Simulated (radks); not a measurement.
# Hg in [Hg]: an all-electron calculation

The task here is to estimate one member of a computed series from the others.

Program: radks (a radial shooting solver on a logarithmic mesh, Libxc functionals) version 1. Level of theory: scalar-relativistic Kohn-Sham, SOGGA, spin-unpolarised, spherical densities, finite nucleus. These are calculated values, not measurements, unless marked.

**Starting point**

| Item | Value |
| --- | --- |
| element | mercury (Z = 80) |
| charge | 0 |
| electrons | 80 |
| configuration | [Hg] |
| nuclear rms radius | 5.4648 fm |

Outer shells as boxes (Hund's rule):

Hg
```
[Xe] core
4f [↑↓][↑↓][↑↓][↑↓][↑↓][↑↓][↑↓]
5d [↑↓][↑↓][↑↓][↑↓][↑↓]
6s [↑↓]
```

The first run:

Settings of this run:

```text
Z 80
configuration [Hg] 6p0 7s0
relativity scalar-relativistic
functional sogga,pbe
spin unpolarised
nucleus finite rms 5.4648 fm
c 137.035999084
```

Steps of the session up to this table: Self-consistent calculation.

One table of the session follows, with a row left open; its other results are not shown here.

It belongs to the step «Orbitals and density». From the orbitals of this run (lengths in bohr):

| level | <r> | outermost maximum (interpolated) | 90 % within | nodes |
| --- | --- | --- | --- | --- |
| 1s | 0.01660 | 0.0102 | 0.0304 | 0 |
| 2s | ? | ? | ? | ? |
| 2p | 0.06329 | 0.0491 | 0.103 | 0 |
| 3s | 0.1807 | 0.167 | 0.265 | 2 |
| 3p | 0.1822 | 0.166 | 0.272 | 1 |
| 3d | 0.1650 | 0.135 | 0.256 | 0 |
| 4s | 0.3994 | 0.376 | 0.572 | 3 |
| 4p | 0.4256 | 0.396 | 0.617 | 2 |
| 4d | 0.4490 | 0.403 | 0.669 | 1 |
| 5s | 0.9015 | 0.827 | 1.29 | 4 |
| 4f | 0.4826 | 0.366 | 0.772 | 0 |
| 5p | 1.040 | 0.928 | 1.51 | 3 |
| 5d | 1.499 | 1.16 | 2.35 | 2 |
| 6s | 2.686 | 2.20 | 4.04 | 5 |

Estimate the missing values for 2s.

As computed: <r>: 0.06995; outermost maximum (interpolated): 0.0592; 90 % within: 0.109; nodes: 1. In the column «<r>» it lies between 2p (0.06329) and 3d (0.1650).
